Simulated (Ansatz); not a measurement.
# BaTlO₃, space group Pm-3m: an equation of state with a fit

Program: the Python package of Ansatz (0.2.0).

Notebook, run cell by cell (the value of a cell's last expression is shown):

**Cell 1**
```python
import ansatz
import numpy as np
from scipy.optimize import curve_fit
```

**Cell 2**
```python
vectors0 = np.array([
    [4.350242, 0.0, 0.0],
    [0.0, 4.350242, 0.0],
    [0.0, 0.0, 4.350242],
])
sites = [
    ('Ba', [0.0, 0.0, 0.0]),
    ('Tl', [0.5, 0.5, 0.5]),
    ('O', [0.5, 0.5, 0.0]),
    ('O', [0.5, 0.0, 0.5]),
    ('O', [0.0, 0.5, 0.5]),
]


def make_crystal(cell):
    crystal = ansatz.Crystal(lattice=ansatz.Lattice.of(cell))
    for symbol, position in sites:
        crystal = crystal.atom(symbol, position)
    return crystal
```

**Cell 3**
```python
def vinet(v, e0, v0, b0, b1):
    eta = (v / v0) ** (1 / 3)
    return e0 + 2 * b0 * v0 / (b1 - 1) ** 2 * (2 - (5 + 3 * b1 * (eta - 1) - 3 * eta) * np.exp(-1.5 * (b1 - 1) * (eta - 1)))
```

**Cell 4**
```python
# scale the volume, keep shape and fractions
volumes, energies, pressures = [], [], []
for scale in np.linspace(0.88, 1.12, 7):
    cell = vectors0 * scale ** (1 / 3)
    setup = (
        make_crystal(cell).calculation()
        .pseudopotentials('nc')
        .occupations('fermi_dirac', width=0.01)
        .functional('PBEsol')
        .scf(max_iterations=150, extra_bands=16)
        .kpoints(5, 5, 5)
        .stress()
    )
    report = setup.run().report
    volumes.append(abs(np.linalg.det(cell)) / len(sites))
    energies.append(report['free_energy_ev'] / len(sites))
    pressures.append(np.trace(report['stress_gpa']) / 3)
    print(f'V = {volumes[-1]:8.4f} A^3/atom  F = {energies[-1]:.5f} eV/atom  P = {pressures[-1]:8.3f} GPa')

guess = (min(energies), volumes[int(np.argmin(energies))], 0.5, 4.5)
(e0, v0, b0, b1), _ = curve_fit(vinet, np.array(volumes), np.array(energies), p0=guess, maxfev=20000)
print(f'Vinet fit: V0 = {v0:.4f} A^3/atom, B0 = {160.21766 * b0:.1f} GPa, B1 = {b1:.2f}')
print('largest residual', round(1000 * float(np.abs(vinet(np.array(volumes), e0, v0, b0, b1) - energies).max()), 3), 'meV/atom')
```
Output:
```text
DeckWarning: basis.ecutwfc = 1142.878222 eV, auto-derived from the records' recommended cutoffs: set by O (normal level)
V =  14.4895 A^3/atom  F = -751.81762 eV/atom  P =    9.767 GPa
V =  15.1481 A^3/atom  F = -751.84508 eV/atom  P =    4.041 GPa
V =  15.8067 A^3/atom  F = -751.85192 eV/atom  P =   -0.668 GPa
V =  16.4653 A^3/atom  F = -751.84070 eV/atom  P =   -4.620 GPa
V =  17.1239 A^3/atom  F = -751.81519 eV/atom  P =   -7.649 GPa
V =  17.7825 A^3/atom  F = -751.77944 eV/atom  P =   -9.719 GPa
V =  18.4412 A^3/atom  F = -751.73576 eV/atom  P =  -11.441 GPa
Vinet fit: V0 = 15.6847 A^3/atom, B0 = 104.7 GPa, B1 = 4.62
largest residual 0.475 meV/atom
```

A third-order Birch-Murnaghan fit through the 7 points (the script's own form differs a little) has its minimum at 15.68 Å³ an atom, 4.7 % below the typed cell, with a bulk modulus of 105 GPa. From that minimum the energy rises by 34.3 meV an atom on the compressed side and 116.2 meV on the expanded side.

What to keep in mind:
- The settings weren't tested for convergence.
- The cell holds an odd number of electrons and is run without spin, so a magnetic state may lie lower.
- For a metal this k-point mesh is coarse: on a finer one energies can move by several to tens of meV an atom and pressures by half a GPa or more, differences at one mesh by less.
- Pressure is positive in compression.
- Spin-orbit coupling, which matters for elements this heavy, is left out.
- This cell is a computed structure, which may not be the phase found in nature.
- Warnings are shown shortened and without file and line.
- Timing: 44 s on 1 thread of Arm Neoverse V1 (shared host), peak memory 0.55 GiB.

(Lines on the test bed's own set-up are left out of the output.)
